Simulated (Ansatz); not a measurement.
# Ag: the cost of one run

Computed with Ansatz 0.2.0 (DFT PBEsol, scalar-relativistic, plane waves, PAW, unless a step's input says otherwise).

## Step 1: The starting structure

It takes space group Fm-3m (No. 225, cubic). Conventional cell: a = 4.090 Å, b = 4.090 Å, c = 4.090 Å, α = 90.00°, β = 90.00°, γ = 90.00°. Ag (site symmetry m-3m) has 12 Ag at 2.89 Å as nearest neighbours.

As a file:

```xyz
1
Lattice="0.0000 2.0450 2.0450 2.0450 0.0000 2.0450 2.0450 2.0450 0.0000" Properties=species:S:1:pos:R:3 pbc="T T T"
Ag    0.0000    0.0000    0.0000
```

## Step 2: Relaxing cell and atoms: Ag, no spin

input.yaml reads:

```yaml
crystal:
  lattice:
    - [0.0, 2.045, 2.045]
    - [2.045, 0.0, 2.045]
    - [2.045, 2.045, 0.0]
  atoms:
    - { symbol: Ag, position: [0.0, 0.0, 0.0] }
scf:
  occupations: { method: gaussian, width: 0.1 }
output:
  forces: true
  stress: true
  eigenvalues: true
  write_density: true
  write_potential: true
  elf: true
  volumetric_format: npy
hamiltonian:
  xc: pbesol
relax:
  f_tol: 0.003
  max_steps: 60
  cell: { stress_tol: 0.02 }
kpoints:
  mp_grid: { grid: [24, 24, 24] }
```

Started as:

```bash
$ ansatz run input.yaml --threads 8 --pin off --max-ram 16384MiB --backend cpu --events-out ev --progress --plain --runs-dir out
```

Q: Estimate wall time and peak memory on 8 threads of Intel Xeon Platinum 8488C (Sapphire Rapids), shared host.

About 3.5 s, with a peak of 0.44 GiB.
